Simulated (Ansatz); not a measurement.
# CH₆BFGeSi: small, medium and large basis sets

An exercise on one series of results from a longer session: the logs are not shown, and one member is left open.

Program: Ansatz 0.2.0, Gaussian basis. Level of theory: one geometry, several basis sets. These are calculated values, not measurements.

The runs, in order: PBE0-D4/def2-SVP; ωB97M-V/def2-SVP; PBE0-D4/def2-QZVPP; ωB97M-V/def2-QZVPP; the functionals' def2-TZVPP values are taken from earlier runs.

### The geometry

All runs share one geometry, relaxed beforehand with PBE0-D4 in a triple-zeta def2 set.

SMILES `[F][GeH]1[CH2][B]1[SiH3]`, 11 atoms, charge 0, spin multiplicity 1.

Atoms are counted from 1 here; the program's logs count them from 0.

Bond lengths: F1–Ge2 1.740 Å, Ge2–C3 2.363 Å, Ge2–B4 1.966 Å, Ge2–H6 1.542 Å, C3–B4 1.456 Å, C3–H7 1.093 Å, C3–H8 1.091 Å, B4–Si5 1.988 Å, Si5–H9 1.489 Å, Si5–H10 1.490 Å, Si5–H11 1.490 Å. Angles: F1–Ge2–C3 131.2°, F1–Ge2–B4 121.5°, F1–Ge2–H6 102.5°, C3–Ge2–B4 37.9°, C3–Ge2–H6 95.0°, B4–Ge2–H6 129.6°, Ge2–C3–B4 56.1°, Ge2–C3–H7 79.7°, Ge2–C3–H8 150.0°, B4–C3–H7 127.8°, B4–C3–H8 121.2°, H7–C3–H8 111.0°, Ge2–B4–C3 86.0°, Ge2–B4–Si5 129.8°, C3–B4–Si5 136.5°, B4–Si5–H9 111.5°, B4–Si5–H10 109.9°, B4–Si5–H11 111.2° and more.

The first run:

Input file in.yaml:

```yaml
crystal:
  periodic: [false, false, false]
  atoms:
    - {symbol: F, position_ang: [-1.878070, 0.890374, 2.050694]}
    - {symbol: Ge, position_ang: [-0.199383, 0.578653, 1.717160]}
    - {symbol: C, position_ang: [0.856076, -1.184277, 0.549662]}
    - {symbol: B, position_ang: [0.411663, 0.053313, -0.076197]}
    - {symbol: Si, position_ang: [-0.263880, 0.604171, -1.862865]}
    - {symbol: H, position_ang: [0.344371, 0.168326, 3.100976]}
    - {symbol: H, position_ang: [1.302143, -1.311871, 1.539297]}
    - {symbol: H, position_ang: [0.795777, -2.137215, 0.022254]}
    - {symbol: H, position_ang: [-1.657437, 1.121458, -1.782795]}
    - {symbol: H, position_ang: [0.588763, 1.694250, -2.413920]}
    - {symbol: H, position_ang: [-0.234623, -0.534281, -2.823667]}
basis:
  gaussian: {orbitals: def2-SVP}
hamiltonian: {xc: pbe0, dispersion: d4}
output: {orbitals: {seedname: orbitals}}
```

On the command line:

```
$ ansatz run in.yaml --threads 4 --pin off --events-out ev --progress --plain --max-ram 10444MiB
```

Steps of the session up to this table: PBE0-D4 in def2-SVP; ωB97M-V in def2-SVP; PBE0-D4 in def2-QZVPP; ωB97M-V in def2-QZVPP.

One table of the session follows, with a row left open; its other results are not shown here.

It belongs to the step «Functionals by basis». 

```
functional       basis  HOMO (eV)  LUMO (eV)
   PBE0-D4    def2-SVP      -7.25      -1.81
   PBE0-D4  def2-TZVPP      -7.28      -1.87
   PBE0-D4  def2-QZVPP      -7.30      -1.92
   ωB97M-V    def2-SVP          ?          ?
   ωB97M-V  def2-TZVPP      -9.30       0.00
   ωB97M-V  def2-QZVPP      -9.32      -0.12
```

Estimate the missing values for ωB97M-V, def2-SVP.

The run gave: HOMO (eV): -9.24; LUMO (eV): 0.11. In the column «HOMO (eV)» it lies between ωB97M-V, def2-TZVPP (-9.30) and PBE0-D4, def2-QZVPP (-7.30).
